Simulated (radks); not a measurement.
# Co⁺ in [Ne] 3s1.5 3p6 3d8.5: an all-electron calculation

The task here is to estimate one member of a computed series from the others.

Method: non-relativistic Kohn-Sham, LDA (Slater exchange, Perdew-Wang correlation), spin-polarised, spherical densities, point nucleus; open shells are filled with parallel spins first. Code: radks (a radial shooting solver on a logarithmic mesh, Libxc functionals) version 1.

## What is computed

* element: cobalt (Z = 27)
* charge: +1
* electrons: 26
* configuration: [Ne] 3s1.5 3p6 3d8.5

The first run:

The run's settings:

```text
Z 27
configuration [Ne] 3s1.5 3p6 3d8.5 4s0 4p0 4d0 4f0
relativity non-relativistic
functional lda,pw
spin polarised
nucleus point
```

Steps of the session up to this table: Self-consistent calculation.

One table of the session follows, with a row left open; its other results are not shown here.

It belongs to the step «Shells». Sizes of the orbitals, from the radial functions (bohr):

```
  level      <r>  outermost maximum (interpolated)  90 % within  nodes
  1s up  0.05699                            0.0376        0.102      0
1s down  0.05700                            0.0376        0.102      0
  2s up   0.2593                             0.216        0.401      1
2s down   0.2591                             0.216        0.401      1
  2p up   0.2265                             0.173        0.371      0
2p down   0.2263                             0.173        0.370      0
  3s up   0.7871                             0.678         1.18      2
3s down   0.7895                             0.678         1.19      2
  3p up   0.8253                             0.682         1.28      1
3p down   0.8296                             0.683         1.29      1
  3d up    1.094                             0.669         1.95      0
3d down    1.146                             0.674         2.07      0
  4s up    2.719                              2.27         4.08      3
4s down    2.767                              2.31         4.16      3
  4p up    3.493                              2.86         5.33      2
4p down    3.565                              2.92         5.44      2
  4d up        ?                                 ?            ?      ?
4d down    7.669                              6.22         11.9      1
```

**Question.** Estimate the row for 4d up.

**Answer.** <r>: 7.517; outermost maximum (interpolated): 6.07; 90 % within: 11.7; nodes: 1. In the column «<r>» it lies between 4p down (3.565) and 4d down (7.669).
